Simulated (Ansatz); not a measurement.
# Sc: the cost of one run

Computed with Ansatz 0.2.0 (DFT PBE, scalar-relativistic, plane waves, PAW, unless a step's input says otherwise).

### Step 1. The structure to begin with

The structure is tetragonal, space group P4/mmm (No. 123). The conventional cell has a = 2.857 Å, b = 2.857 Å, c = 14.000 Å, α = 90.00°, β = 90.00°, γ = 90.00°. Around Sc (site symmetry 4/mmm) lie 4 Sc at 2.86 Å.

Structure file:

```
CELL_PARAMETERS angstrom
2.85684 0.00000 0.00000
0.00000 2.85684 0.00000
0.00000 0.00000 14.00000
ATOMIC_POSITIONS crystal
Sc 0.50000 0.50000 0.50000
```

A structure generator made this guess: random sheet by layer group and Wyckoff sites. Its size is a rough estimate.

It is a sheet, periodic along a and b, with vacuum along c; volumes and pressures of the box carry no meaning, and space groups named for it are those of the box.

### Step 2. The guess as it stands, on a coarse mesh

Input file input.yaml:

```yaml
crystal:
  lattice:
    - [2.856839, 0.0, 0.0]
    - [0.0, 2.856839, 0.0]
    - [0.0, 0.0, 14.0]
  atoms:
    - { symbol: Sc, position: [0.5, 0.5, 0.5] }
  periodic: [true, true, false]
basis:
  ecutwfc: 420
kpoints:
  mp_grid: { grid: [6, 6, 1] }
hamiltonian:
  xc: pbe
scf:
  occupations: { method: gaussian, width: 0.1 }
  lower_state_search: "off"
output:
  forces: true
  stress: true
  eigenvalues: true
```

Command:

```console
$ ansatz run input.yaml --threads 1 --pin off --max-ram 2048MiB --backend cpu --events-out ev --progress --plain --runs-dir out
```

Q: Estimate wall time and peak memory on 1 thread of Arm Neoverse V1, shared host.

About 1.8 s, with a peak of 0.33 GiB.
